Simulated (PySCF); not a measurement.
# C₄H₁₀FPSi: magnetic properties

What do calculations give for the magnetic properties of C₄H₁₀FPSi (`[H]/P=C(\F)[Si](C)(C)C`)?

Computed with PySCF 2.14.0 and routines of our own; the level stands in each step. Atoms count from 0.

### Step 1. The system as given

17 atoms, charge 0, multiplicity 1; geometry from: GFN2-xTB.

### Step 2. Magnetic properties: GIAO B3LYP/pcSseg-1

The job: settings as JSON, then the geometry in Å.

```
{"job": {"kind": "mag", "xc": "B3LYP", "basis": "pcSseg-1", "isotopologues": 2}, "charge": 0, "multiplicity": 1}
C     -0.504775     1.778856    -0.773675
Si    -0.209192     0.057228    -0.012518
C     -0.724389    -1.344709    -1.187438
C     -1.061857    -0.077931     1.686781
C      1.667521    -0.142889     0.270222
F      2.224316     0.808113     1.071241
P      2.655300    -1.355566    -0.350826
H     -0.062618     2.557716    -0.159361
H     -0.069736     1.856090    -1.765867
H     -1.566065     1.990378    -0.860324
H     -0.304447    -1.199845    -2.177808
H     -1.803125    -1.398568    -1.290401
H     -0.376888    -2.307206    -0.824689
H     -0.882981    -1.047228     2.143030
H     -2.135959     0.054311     1.600554
H     -0.691145     0.680509     2.370041
H      3.839042    -0.897230     0.251127
```

Level: GIAO B3LYP/pcSseg-1 magnetisability, rotational g tensor and spin-rotation constants, non-relativistic, gas phase.

On the command line:

```bash
> OMP_NUM_THREADS=1 python excited_run.py task.json out
```

This one command runs all jobs of the session in turn.

Output:

```text
coarse grid: 14880 points
cycle   1  E = -888.9718883945  dE =  3.860e-01  |g| = 6.919e-01  |ddm| = 3.659e+00
cycle   2  E = -888.8953836978  dE =  7.650e-02  |g| = 9.344e-01  |ddm| = 1.134e+00
cycle   3  E = -889.0738953883  dE = -1.785e-01  |g| = 1.441e-01  |ddm| = 6.894e-01
cycle   4  E = -889.0774679189  dE = -3.573e-03  |g| = 3.624e-02  |ddm| = 1.285e-01
cycle   5  E = -889.0776623774  dE = -1.945e-04  |g| = 1.712e-02  |ddm| = 4.245e-02
cycle   6  E = -889.0777327812  dE = -7.040e-05  |g| = 6.870e-03  |ddm| = 2.150e-02
cycle   7  E = -889.0777468218  dE = -1.404e-05  |g| = 1.435e-03  |ddm| = 8.678e-03
cycle   8  E = -889.0777473397  dE = -5.179e-07  |g| = 8.350e-05  |ddm| = 1.744e-03
final grid: 134008 points
cycle   9  E = -889.1297964933  dE = -2.909e-05  |g| = 7.504e-03  |ddm| = 1.928e-02
cycle  10  E = -889.1297847994  dE =  1.169e-05  |g| = 1.083e-02  |ddm| = 1.285e-02
cycle  11  E = -889.1298084906  dE = -2.369e-05  |g| = 1.394e-03  |ddm| = 7.611e-03
cycle  12  E = -889.1298088634  dE = -3.728e-07  |g| = 3.802e-04  |ddm| = 1.250e-03
cycle  13  E = -889.1298088945  dE = -3.104e-08  |g| = 1.936e-04  |ddm| = 5.094e-04
cycle  14  E = -889.1298089038  dE = -9.384e-09  |g| = 3.900e-05  |ddm| = 2.171e-04
cycle  15  E = -889.1298089042  dE = -3.965e-10  |g| = 5.173e-06  |ddm| = 5.074e-05
converged SCF energy = -889.1298089042

Magnetisability tensor (1e-30 J/T^2)
    -1431.69       15.27       46.99
       15.27    -1465.51       83.61
       46.99       83.61    -1510.70
isotropic -1469.30   principal values   -1580.35  -1455.65  -1371.89
isotropic susceptibility -88.483 1e-6 cm^3/mol

Inertial axes            a          b          c
rot. const./GHz      2.1333     1.2102     1.0345
chi total           -87.053    -83.227    -95.170
chi diamagnetic    -702.305  -1111.748  -1257.436
chi paramagnetic    615.253   1028.520   1162.266
quadrupole/D A        3.768     -4.150      0.382
g nuclear            0.5972     0.5742     0.5604
g electronic        -0.6166    -0.5847    -0.5649
g total             -0.0194    -0.0106    -0.0045

Spin-rotation constants (kHz, H = +C I.J)
atom  isotope        aa         bb         cc
  5    19F        5.944      2.861      0.521
  6    31P        4.783      3.136      1.323
  7     1H       -0.245      0.012     -0.115
  8     1H       -0.216     -0.130     -0.015
  9     1H        0.025     -0.146     -0.119
 10     1H       -0.231     -0.105     -0.025
 11     1H       -0.027     -0.106     -0.128
 12     1H       -0.167     -0.096     -0.061
 13     1H       -0.201     -0.130     -0.021
 14     1H        0.016     -0.143     -0.117
 15     1H       -0.248      0.013     -0.115
 16     1H       -0.002     -0.001     -0.117
  0    13C*       0.261      0.147      0.119
  1   29Si*      -1.439     -0.759     -0.652
  4    13C*       1.016      0.989      0.304
* in the singly substituted isotopologue

Isotopologues: g along a, b, c
2H    at 7,8,9,10,11,12    -0.0162    -0.0092    -0.0041
13C   at 0                 -0.0192    -0.0104    -0.0045
```

Run time: 64 s. Hardware: 1 thread of Arm Neoverse N1, shared host; peak memory 0.82 GiB.

From this job:

| quantity | value |
| --- | --- |
| magnetisability | -1469·10⁻³⁰ J/T² |
| molar susceptibility | -88.5·10⁻⁶ cm³/mol |
| rotational g (a, b, c) | -0.0194, -0.0106, -0.0045 |

Orbitals, density, ELF and potential are computed afterwards from the orbital file.

Frontier orbitals at B3LYP/pcSseg-1, with the share of their density that lies nearest to each atom:

| orbital | energy (eV) | lies on |
| --- | --- | --- |
| HOMO | -7.01 | P6 44 %; C4 32 %; F5 11 % |
| LUMO | -1.87 | P6 41 %; C4 37 %; H16 7 % |

ELF in a plane through or near 7 of the atoms.

Ten even steps from '0' (0.00) to '9' (1.00):
```
0000000000000000000000000000
0000000000000000000000000000
0000000000000000000000000000
0000000000000000000000000000
0000000023431000000000000000
0000000068785000000000000000
0000350078383000000000000000
0005998115741011000000000000
0018999746269302300000000000
0006999468379171310000000000
0000372736565181100000000000
0000263424213434300000000000
0000389997104888410000000000
0000279994025367996000000000
0000047851036629999100000000
0000000100013448997000000000
0000000000001113772000000000
0000000000000000000000000000
0000000000000000000000000000
0000000000000000000000000000
```
The map spans 13.0 Å across and 9.9 Å up, centred on the molecule. Atoms in the plane (x, y in Å): Si1 (0.2, 0.0), C2 (0.2, -1.9), C4 (-1.6, 0.6), F5 (-1.8, 1.9), P6 (-3.0, -0.4), H11 (1.2, -2.3), H16 (-3.9, 0.6).

On the surface of density 0.002 e/bohr³ the electrostatic potential runs, from the 1st to the 99th percentile, from -0.75 V near F5 to 0.84 V near H9.

### Step 3. Magnetic properties: GIAO CAM-B3LYP/6-31G

Settings changed since step 2:

```diff
@@ -1,2 +1,2 @@
-{"job": {"kind": "mag", "xc": "B3LYP", "basis": "pcSseg-1", "isotopologues": 2}, "charge": 0, "multiplicity": 1}
+{"job": {"kind": "mag", "xc": "CAM-B3LYP", "basis": "6-31G"}, "charge": 0, "multiplicity": 1}
 C     -0.504775     1.778856    -0.773675
```

Method: GIAO CAM-B3LYP/6-31G magnetisability, rotational g tensor and spin-rotation constants, non-relativistic, gas phase.

Output:

```text
coarse grid: 14880 points
cycle   1  E = -888.8243860450  dE =  6.314e-01  |g| = 6.037e-01  |ddm| = 3.627e+00
cycle   2  E = -888.7991202271  dE =  2.527e-02  |g| = 7.510e-01  |ddm| = 1.054e+00
cycle   3  E = -888.9101967878  dE = -1.111e-01  |g| = 7.916e-02  |ddm| = 5.326e-01
cycle   4  E = -888.9116656880  dE = -1.469e-03  |g| = 3.003e-02  |ddm| = 9.303e-02
cycle   5  E = -888.9118988104  dE = -2.331e-04  |g| = 8.922e-03  |ddm| = 4.062e-02
cycle   6  E = -888.9119214757  dE = -2.267e-05  |g| = 3.306e-03  |ddm| = 1.422e-02
cycle   7  E = -888.9119242759  dE = -2.800e-06  |g| = 5.818e-04  |ddm| = 3.788e-03
final grid: 134008 points
cycle   8  E = -888.8459156849  dE = -7.503e-06  |g| = 5.005e-03  |ddm| = 1.126e-02
cycle   9  E = -888.8459147548  dE =  9.301e-07  |g| = 5.838e-03  |ddm| = 7.937e-03
cycle  10  E = -888.8459212687  dE = -6.514e-06  |g| = 5.914e-04  |ddm| = 3.940e-03
cycle  11  E = -888.8459213466  dE = -7.792e-08  |g| = 1.008e-04  |ddm| = 4.650e-04
cycle  12  E = -888.8459213498  dE = -3.260e-09  |g| = 4.529e-05  |ddm| = 2.317e-04
cycle  13  E = -888.8459213505  dE = -6.828e-10  |g| = 2.143e-05  |ddm| = 7.100e-05
converged SCF energy = -888.8459213505

Magnetisability tensor (1e-30 J/T^2)
    -1487.71       22.47       56.46
       22.47    -1528.29       93.40
       56.46       93.40    -1576.11
isotropic -1530.70   principal values   -1654.81  -1521.77  -1415.53
isotropic susceptibility -92.181 1e-6 cm^3/mol

Inertial axes            a          b          c
rot. const./GHz      2.1333     1.2102     1.0345
chi total           -90.754    -86.136    -99.653
chi diamagnetic    -701.458  -1110.596  -1257.455
chi paramagnetic    610.704   1024.460   1157.802
quadrupole/D A        3.449     -4.986      1.536
g nuclear            0.5972     0.5742     0.5604
g electronic        -0.6121    -0.5824    -0.5627
g total             -0.0149    -0.0082    -0.0023

Spin-rotation constants (kHz, H = +C I.J)
atom  isotope        aa         bb         cc
  5    19F        6.222      2.736      0.451
  6    31P        4.334      2.867      1.110
  7     1H       -0.253     -0.002     -0.121
  8     1H       -0.228     -0.136     -0.027
  9     1H        0.002     -0.152     -0.126
 10     1H       -0.243     -0.116     -0.032
 11     1H       -0.047     -0.118     -0.132
 12     1H       -0.182     -0.106     -0.066
 13     1H       -0.213     -0.137     -0.033
 14     1H       -0.007     -0.150     -0.124
 15     1H       -0.257     -0.001     -0.121
 16     1H       -0.016     -0.012     -0.129
  0    13C*       0.199      0.112      0.092
  1   29Si*      -1.146     -0.610     -0.537
  4    13C*       0.947      0.944      0.260
* in the singly substituted isotopologue
```

It took 31 s on 1 thread of Arm Neoverse N1, shared host; peak memory 0.59 GiB.

Key values:

| quantity | value |
| --- | --- |
| magnetisability | -1531·10⁻³⁰ J/T² |
| molar susceptibility | -92.2·10⁻⁶ cm³/mol |
| rotational g (a, b, c) | -0.0149, -0.0082, -0.0023 |

### Step 4. The levels compared

| level | ξ (10⁻³⁰ J/T²) | g(a) | g(b) | gap (eV) | functions | time |
| --- | --- | --- | --- | --- | --- | --- |
| GIAO B3LYP/pcSseg-1 | -1469 | -0.0194 | -0.0106 | 5.13 | 183 | 64 s |
| GIAO CAM-B3LYP/6-31G | -1531 | -0.0149 | -0.0082 | 7.95 | 91 | 31 s |

### Step 5. Outcome

| quantity | value |
| --- | --- |
| magnetisability (step 2, GIAO B3LYP/pcSseg-1) | -1469·10⁻³⁰ J/T² |
| molar susceptibility (step 2, GIAO B3LYP/pcSseg-1) | -88.5·10⁻⁶ cm³/mol |
| rotational g (a, b, c) (step 2, GIAO B3LYP/pcSseg-1) | -0.0194, -0.0106, -0.0045 |
| surface potential, 1st and 99th percentile | -0.75 V and 0.84 V |
| magnetisability over the levels | -1531 to -1469·10⁻³⁰ J/T² |

What this shows: By nearest atom (B3LYP/pcSseg-1), the HOMO sits on P6 44 %; C4 32 % and the LUMO on P6 41 %; C4 37 %. The magnetisability spreads by 4.1 % over 2 levels, from GIAO CAM-B3LYP/6-31G (31 s) to GIAO B3LYP/pcSseg-1 (64 s); the runs took 31 s to 64 s. Two levels can agree by chance, so this spread shows no convergence. Vibrational averaging and real surroundings are missing from these values.
